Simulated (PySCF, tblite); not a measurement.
# C₄H₈OSi₂: dynamics, then NMR shifts on frames, part 2 of 2

tblite 0.8.0 and PySCF 2.14.0. Atoms count from 0. The steps go on from the part before.

**5. Shielding tensors: 625 fs, PBE0/pcSseg-1**

Job settings and geometry (Å):

```
{"job": {"kind": "nmr", "xc": "PBE0", "basis": "pcSseg-1", "pop": false}, "charge": 0, "multiplicity": 1}
Si     1.726000     1.879200    -0.220600
O      1.190700     0.603600     0.653700
C     -0.054600     0.065900     0.532500
C     -0.620500    -0.589300     1.586800
C     -1.918000    -1.187300     1.369500
C     -2.449800    -1.085800     0.110300
Si    -1.281800    -0.033400    -0.905600
H      1.089000     3.143800     0.104600
H      3.117700     1.814700     0.192500
H      1.630000     1.647600    -1.621700
H     -0.047200    -0.657300     2.489700
H     -2.390300    -1.643800     2.181500
H     -3.419800    -1.391700    -0.096300
H     -1.926200     1.272700    -1.148600
H     -0.765300    -0.702900    -2.059600
```

With the program's defaults for keys left out, this is: GIAO PBE0/pcSseg-1 NMR shielding, non-relativistic, gas phase.

Log:

```text
coarse grid: 13640 points
cycle   1  E = -810.7092460025  dE =  9.877e-01  |g| = 6.491e-01  |ddm| = 3.672e+00
cycle   2  E = -810.6129162368  dE =  9.633e-02  |g| = 9.593e-01  |ddm| = 1.305e+00
cycle   3  E = -810.7926152052  dE = -1.797e-01  |g| = 9.792e-02  |ddm| = 8.522e-01
cycle   4  E = -810.7940028510  dE = -1.388e-03  |g| = 4.745e-02  |ddm| = 1.167e-01
cycle   5  E = -810.7945255088  dE = -5.227e-04  |g| = 1.829e-02  |ddm| = 6.010e-02
cycle   6  E = -810.7946094881  dE = -8.398e-05  |g| = 4.229e-03  |ddm| = 1.930e-02
cycle   7  E = -810.7946139805  dE = -4.492e-06  |g| = 6.057e-04  |ddm| = 4.561e-03
final grid: 122872 points
cycle   8  E = -810.8452333297  dE = -1.770e-05  |g| = 9.606e-03  |ddm| = 2.497e-02
cycle   9  E = -810.8452035318  dE =  2.980e-05  |g| = 1.551e-02  |ddm| = 1.891e-02
cycle  10  E = -810.8452515347  dE = -4.800e-05  |g| = 1.774e-03  |ddm| = 1.272e-02
cycle  11  E = -810.8452522793  dE = -7.445e-07  |g| = 3.640e-04  |ddm| = 1.803e-03
cycle  12  E = -810.8452523055  dE = -2.627e-08  |g| = 1.420e-04  |ddm| = 3.761e-04
cycle  13  E = -810.8452523108  dE = -5.264e-09  |g| = 2.939e-05  |ddm| = 1.600e-04
cycle  14  E = -810.8452523110  dE = -1.824e-10  |g| = 1.434e-05  |ddm| = 4.080e-05
converged SCF energy = -810.8452523110

GIAO shielding tensors (ppm)
atom      isotropic    diamagn.    paramagn.     s11        s22        s33       span
  0 Si     382.754     880.032    -497.278    333.985    343.687    470.590    136.604
  1 O      226.137     395.965    -169.828     99.870    229.307    349.234    249.365
  2 C        5.670     256.640    -250.969    -92.811     22.766     87.057    179.868
  3 C       44.202     254.731    -210.530    -69.271     72.551    129.325    198.596
  4 C       27.671     253.516    -225.846    -98.593     27.484    154.121    252.714
  5 C       64.315     261.671    -197.356    -48.341     70.750    170.536    218.877
  6 Si     415.695     881.658    -465.963    366.598    427.447    453.039     86.441
  7 H       27.000      29.235      -2.235     24.170     25.044     31.786      7.615
  8 H       26.810      29.256      -2.447     23.144     25.355     31.931      8.787
  9 H       27.227      30.482      -3.255     24.058     26.279     31.343      7.285
 10 H       24.757      32.825      -8.067     20.780     24.225     29.267      8.486
 11 H       24.802      30.743      -5.941     22.019     24.466     27.920      5.901
 12 H       26.434      31.174      -4.740     24.793     26.292     28.217      3.424
 13 H       27.014      29.013      -1.998     23.619     25.492     31.932      8.312
 14 H       27.471      29.740      -2.269     23.889     25.811     32.715      8.826
```

It took 30 s on 1 thread of Intel Xeon Platinum 8259CL at 2.50GHz, shared host; peak memory 0.81 GiB.

Key values: δ C2 181.3, C4 159.3, C3 142.7, C5 122.6, H10 6.96, H11 6.92 ppm.

**6. Nuclear shieldings: 800 fs, PBE0/pcSseg-1**

Job settings and geometry (Å):

```
{"job": {"kind": "nmr", "xc": "PBE0", "basis": "pcSseg-1", "pop": false}, "charge": 0, "multiplicity": 1}
Si     2.036100     1.626400     0.494300
O      0.954000     0.560500     1.097800
C     -0.164600    -0.009800     0.714200
C     -1.080700    -0.557900     1.571900
C     -2.199200    -1.162200     1.007900
C     -2.202500    -1.258300    -0.346500
Si    -0.764300    -0.449100    -1.036100
H      2.144900     2.754700     1.385300
H      3.305600     0.908500     0.435800
H      1.710900     2.140200    -0.820700
H     -0.979400    -0.456900     2.649200
H     -3.021700    -1.569400     1.548000
H     -3.031300    -1.618000    -0.916500
H     -1.029100     0.808400    -1.843400
H      0.202800    -1.335900    -1.627500
```

With the program's defaults for keys left out, this is: GIAO PBE0/pcSseg-1 NMR shielding, non-relativistic, gas phase.

Log:

```text
coarse grid: 13640 points
cycle   1  E = -810.7040399983  dE =  1.136e+00  |g| = 6.540e-01  |ddm| = 3.690e+00
cycle   2  E = -810.6246033876  dE =  7.944e-02  |g| = 9.067e-01  |ddm| = 1.263e+00
cycle   3  E = -810.7905969189  dE = -1.660e-01  |g| = 7.912e-02  |ddm| = 7.989e-01
cycle   4  E = -810.7913984625  dE = -8.015e-04  |g| = 4.328e-02  |ddm| = 9.565e-02
cycle   5  E = -810.7918384486  dE = -4.400e-04  |g| = 1.290e-02  |ddm| = 5.187e-02
cycle   6  E = -810.7918768160  dE = -3.837e-05  |g| = 4.707e-03  |ddm| = 1.575e-02
cycle   7  E = -810.7918823625  dE = -5.546e-06  |g| = 8.366e-04  |ddm| = 4.738e-03
final grid: 122872 points
cycle   8  E = -810.8419553465  dE = -1.574e-05  |g| = 8.740e-03  |ddm| = 2.358e-02
cycle   9  E = -810.8419322433  dE =  2.310e-05  |g| = 1.374e-02  |ddm| = 1.715e-02
cycle  10  E = -810.8419704458  dE = -3.820e-05  |g| = 1.707e-03  |ddm| = 1.164e-02
cycle  11  E = -810.8419711463  dE = -7.005e-07  |g| = 3.571e-04  |ddm| = 1.784e-03
cycle  12  E = -810.8419711728  dE = -2.652e-08  |g| = 1.277e-04  |ddm| = 3.794e-04
cycle  13  E = -810.8419711769  dE = -4.119e-09  |g| = 3.830e-05  |ddm| = 1.531e-04
cycle  14  E = -810.8419711772  dE = -3.265e-10  |g| = 1.689e-05  |ddm| = 4.763e-05
converged SCF energy = -810.8419711772

GIAO shielding tensors (ppm)
atom      isotropic    diamagn.    paramagn.     s11        s22        s33       span
  0 Si     385.946     879.479    -493.534    334.407    350.882    472.548    138.140
  1 O      220.401     396.547    -176.146     69.292    232.884    359.028    289.736
  2 C        2.654     255.325    -252.670    -99.928     16.458     91.433    191.362
  3 C       58.327     253.501    -195.175    -45.171     80.619    139.532    184.702
  4 C       26.160     253.474    -227.314   -103.239     27.076    154.645    257.884
  5 C       76.071     262.716    -186.645    -26.563     82.198    172.579    199.142
  6 Si     421.323     882.472    -461.149    375.209    415.457    473.305     98.096
  7 H       26.862      28.948      -2.086     23.414     25.242     31.930      8.517
  8 H       26.698      29.063      -2.365     23.600     24.836     31.658      8.058
  9 H       26.785      29.994      -3.210     23.660     26.250     30.445      6.785
 10 H       25.333      31.585      -6.252     22.322     24.273     29.404      7.082
 11 H       24.294      29.886      -5.592     20.750     23.844     28.287      7.537
 12 H       26.826      30.381      -3.555     25.687     26.756     28.036      2.350
 13 H       26.654      28.949      -2.295     23.275     25.331     31.357      8.082
 14 H       27.718      30.083      -2.365     24.255     25.864     33.034      8.779
```

It took 30 s on 1 thread of Intel Xeon Platinum 8259CL at 2.50GHz, shared host; peak memory 0.81 GiB.

Key values: δ C2 184.3, C4 160.8, C3 128.6, C5 110.9, H11 7.42, H10 6.38 ppm.

**7. Shielding tensors: 1000 fs, PBE0/pcSseg-1**

Job settings and geometry (Å):

```
{"job": {"kind": "nmr", "xc": "PBE0", "basis": "pcSseg-1", "pop": false}, "charge": 0, "multiplicity": 1}
Si     2.082300     1.668000     0.595500
O      1.046800     0.584900     1.249400
C     -0.074800    -0.081700     0.813200
C     -1.033500    -0.474000     1.660900
C     -2.150200    -1.050100     0.998000
C     -2.089300    -1.139700    -0.335300
Si    -0.479400    -0.492200    -0.980500
H      2.172900     2.698500     1.727700
H      3.322900     0.944100     0.237300
H      1.282200     2.311600    -0.469200
H     -0.972500    -0.413200     2.730300
H     -2.924000    -1.475100     1.625400
H     -2.856000    -1.778400    -0.884600
H     -0.373500     0.714700    -1.788700
H      0.388500    -1.513400    -1.527300
```

Method: GIAO PBE0/pcSseg-1 NMR shielding, non-relativistic, gas phase.

Log:

```text
coarse grid: 13640 points
cycle   1  E = -810.6922497907  dE =  9.932e-01  |g| = 6.810e-01  |ddm| = 3.664e+00
cycle   2  E = -810.5828307099  dE =  1.094e-01  |g| = 1.017e+00  |ddm| = 1.450e+00
cycle   3  E = -810.7830425072  dE = -2.002e-01  |g| = 1.224e-01  |ddm| = 9.675e-01
cycle   4  E = -810.7852792680  dE = -2.237e-03  |g| = 5.995e-02  |ddm| = 1.536e-01
cycle   5  E = -810.7861701229  dE = -8.909e-04  |g| = 1.880e-02  |ddm| = 7.010e-02
cycle   6  E = -810.7862584285  dE = -8.831e-05  |g| = 4.297e-03  |ddm| = 1.995e-02
cycle   7  E = -810.7862631267  dE = -4.698e-06  |g| = 3.617e-04  |ddm| = 4.554e-03
final grid: 122872 points
cycle   8  E = -810.8372311831  dE = -1.115e-05  |g| = 9.760e-03  |ddm| = 2.596e-02
cycle   9  E = -810.8371982348  dE =  3.295e-05  |g| = 1.617e-02  |ddm| = 1.974e-02
cycle  10  E = -810.8372496177  dE = -5.138e-05  |g| = 1.601e-03  |ddm| = 1.343e-02
cycle  11  E = -810.8372502297  dE = -6.121e-07  |g| = 3.496e-04  |ddm| = 1.684e-03
cycle  12  E = -810.8372502559  dE = -2.620e-08  |g| = 1.101e-04  |ddm| = 3.561e-04
cycle  13  E = -810.8372502590  dE = -3.051e-09  |g| = 2.616e-05  |ddm| = 1.229e-04
cycle  14  E = -810.8372502592  dE = -1.758e-10  |g| = 6.632e-06  |ddm| = 3.290e-05
converged SCF energy = -810.8372502592

GIAO shielding tensors (ppm)
atom      isotropic    diamagn.    paramagn.     s11        s22        s33       span
  0 Si     380.683     879.725    -499.043    336.327    353.875    451.846    115.519
  1 O      217.580     397.809    -180.229     72.960    221.724    358.055    285.095
  2 C        6.453     256.721    -250.268    -83.596     19.856     83.100    166.696
  3 C       57.637     255.393    -197.756    -46.080     79.894    139.096    185.176
  4 C       27.292     255.163    -227.871    -90.440     24.619    147.697    238.138
  5 C       74.711     260.021    -185.310    -19.902     80.625    163.410    183.312
  6 Si     425.219     882.200    -456.981    392.594    400.397    482.666     90.073
  7 H       25.558      27.746      -2.187     22.024     24.366     30.285      8.262
  8 H       26.078      28.759      -2.680     22.975     24.294     30.966      7.992
  9 H       26.138      30.296      -4.158     23.017     26.020     29.377      6.361
 10 H       25.427      32.824      -7.397     22.453     24.624     29.205      6.752
 11 H       24.467      29.699      -5.232     22.817     23.726     26.858      4.041
 12 H       25.894      27.627      -1.734     23.959     25.461     28.260      4.301
 13 H       27.045      30.149      -3.105     23.329     26.130     31.675      8.346
 14 H       27.728      29.952      -2.225     24.458     25.454     33.271      8.813
```

It took 30 s on 1 thread of Intel Xeon Platinum 8259CL at 2.50GHz, shared host; peak memory 0.81 GiB.

This run: δ C2 180.5, C4 159.6, C3 129.3, C5 112.2, H11 7.25, H10 6.29 ppm.

**8. Comparing the runs: NMR shifts**

Shifts (ppm) of some atoms, chosen among heavy atoms and hydrogens apart, with basis size and wall time:

| frame | C2 | C3 | C5 | H7 | H14 | Si6 | O1 | functions | time |
| --- | --- | --- | --- | --- | --- | --- | --- | --- | --- |
| 250 fs | 169.9 | 131.2 | 121.1 | 4.88 | 4.70 | -70.6 | 113.8 | 173 | 40 s |
| 425 fs | 172.3 | 125.0 | 119.0 | 5.66 | 5.16 | -66.1 | 115.6 | 173 | 30 s |
| 625 fs | 181.3 | 142.7 | 122.6 | 4.72 | 4.25 | -66.5 | 109.9 | 173 | 30 s |
| 800 fs | 184.3 | 128.6 | 110.9 | 4.86 | 4.00 | -72.2 | 115.7 | 173 | 30 s |
| 1000 fs | 180.5 | 129.3 | 112.2 | 6.16 | 3.99 | -76.1 | 118.5 | 173 | 30 s |

**9. What came out**

This closing draws on all 2 parts.

| quantity | value |
| --- | --- |
| thermostat | 200 K |
| mean temperature, second half | 234 K |
| mean potential energy above the minimum | 0.36 eV |
| 13C shifts against TMS (PBE0/pcSseg-1, 250 fs) | 169.9, 157.1, 131.2, 121.1 ppm |
| 1H shifts against TMS (PBE0/pcSseg-1, 250 fs) | 7.45, 6.62, 5.59, 5.43, 4.98, 4.88, 4.74, 4.70 ppm |
| 29Si shifts against TMS (PBE0/pcSseg-1, 250 fs) | -39.0, -70.6 ppm |
| 17O shifts against H2O (PBE0/pcSseg-1, 250 fs) | 113.8 ppm |
| surface potential, 1st and 99th percentile | -0.84 V and 1.49 V |
| range of the shift of C3 | 125.0 to 142.7 ppm |

In words: In the second half the potential energy averages 0.36 eV above the minimum; equipartition over 39 harmonic modes at 200 K would give 0.34 eV. With 15 atoms the temperature swings widely (86 to 299 K). Shifts at one fixed geometry are not the observed spectrum, which averages over the motion. In the first frame run (250 fs): Shielding is most anisotropic at O1 (span 279 ppm, paramagnetic term -174 ppm). By nearest atom (PBE0/pcSseg-1), the HOMO sits on C5 27 %; C2, C3 about 20 % each and the LUMO on C2 22 %; C4, C5 about 16 % each. In ppm, C3 moves most: its shift spreads over 17.7 ppm, from 125.0 (425 fs) to 142.7 (625 fs).
